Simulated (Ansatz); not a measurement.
# Cl4FHf: the cost of one run

Program: Ansatz 0.2.0. Level of theory: UKS PBE/def2-SVP. These are calculated values, not measurements.

**1. The starting structure**

Bond lengths: Hf1–F2 2.230 Å, Hf1–Cl3 2.520 Å, Hf1–Cl4 2.518 Å, Hf1–Cl5 2.518 Å, F2–Cl6 1.800 Å. Angles: Hf1–F2–Cl6 180.0°, F2–Hf1–Cl3 109.5°, F2–Hf1–Cl4 109.5°, F2–Hf1–Cl5 109.5°, Cl3–Hf1–Cl4 109.5°, Cl3–Hf1–Cl5 109.5°, Cl4–Hf1–Cl5 109.5°.

Coordinates:

```xyz
6

Hf    0.0000    0.0000    0.0000
F     0.0000    0.0000    2.2300
Cl    2.3764    0.0000   -0.8392
Cl   -1.1869    2.0563   -0.8392
Cl   -1.1869   -2.0563   -0.8392
Cl    0.0000    0.0000    4.0300
```

**2. A restrained relaxation towards end A**

Springs on the bonds that form and break draw the guess towards this end; the thresholds are loose.

input.yaml reads:

```yaml
crystal:
  periodic: [false, false, false]
  atoms:
    - { symbol: Hf, position_ang: [0.0, 0.0, 0.0] }
    - { symbol: F, position_ang: [0.0, 0.0, 2.23] }
    - { symbol: Cl, position_ang: [2.3764, 0.0, -0.8392] }
    - { symbol: Cl, position_ang: [-1.1869, 2.0563, -0.8392] }
    - { symbol: Cl, position_ang: [-1.1869, -2.0563, -0.8392] }
    - { symbol: Cl, position_ang: [0.0, 0.0, 4.03] }
magnetization:
  spin_polarized: true
  initial_magnetization: 1
basis:
  gaussian: { orbitals: def2-SVP }
hamiltonian:
  xc: pbe
relax:
  f_tol: 0.15
  max_steps: 25
  restrain:
    - { distance: [1, 5], at: 2.7, k: 30.0 }
    - { distance: [0, 1], at: 1.98, k: 30.0 }
output:
  orbitals: {}
```

The run is started by

```sh
ansatz run input.yaml --threads 4 --pin off --max-ram 5120MiB --backend cpu --events-out ev --progress --plain --runs-dir out
```

**Question.** How long does this run take on 4 threads of Arm Neoverse V2, shared host, and how much memory does it need?

About 56 s, with a peak of 0.33 GiB.
